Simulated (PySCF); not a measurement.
# CH5BO2S: the cost of one run

The runs use PySCF 2.14.0, with density-fitted response routines of our own; the level of theory stands in each step. All values are computed, except where a source is named. Atoms count from 0, in the outputs and in this text.

## Step 1: Starting geometry

10 atoms, charge 0, multiplicity 1; geometry from: PBE0-D3(BJ)/def2-SVP.

Bonds of the start (Å): O0–B1 1.36, B1–O2 1.36, B1–C3 1.58, C3–S4 1.82, O0–H5 0.96, O2–H6 0.96, C3–H7 1.10, C3–H8 1.10, S4–H9 1.35.

## Step 2: Shielding tensors: PBE0/pcSseg-2

What the job is given:

```
{"job": {"kind": "nmr", "xc": "PBE0", "basis": "pcSseg-2", "pop": false}, "charge": 0, "multiplicity": 1}
O     -0.374588     0.741306    -1.220093
B     -0.544326    -0.037851    -0.112647
O     -1.651114    -0.796560     0.122358
C      0.606914    -0.041689     0.965501
S      2.235796    -0.394257     0.224203
H     -1.087207     0.715614    -1.864513
H     -2.330381    -0.762212    -0.558381
H      0.638673     0.913001     1.517345
H      0.431723    -0.837884     1.702786
H      2.125128     0.481328    -0.797760
```

Level: GIAO PBE0/pcSseg-2 NMR shielding, non-relativistic, gas phase.

Started as:

```console
$ OMP_NUM_THREADS=1 python probes_run.py task.json out
```

This one command runs all jobs of the session in turn.

**Question.** How long does this first job take on 1 thread of AMD EPYC 9R45, shared host, and how much memory does it need?

About 12 s, with a peak of 0.99 GiB.
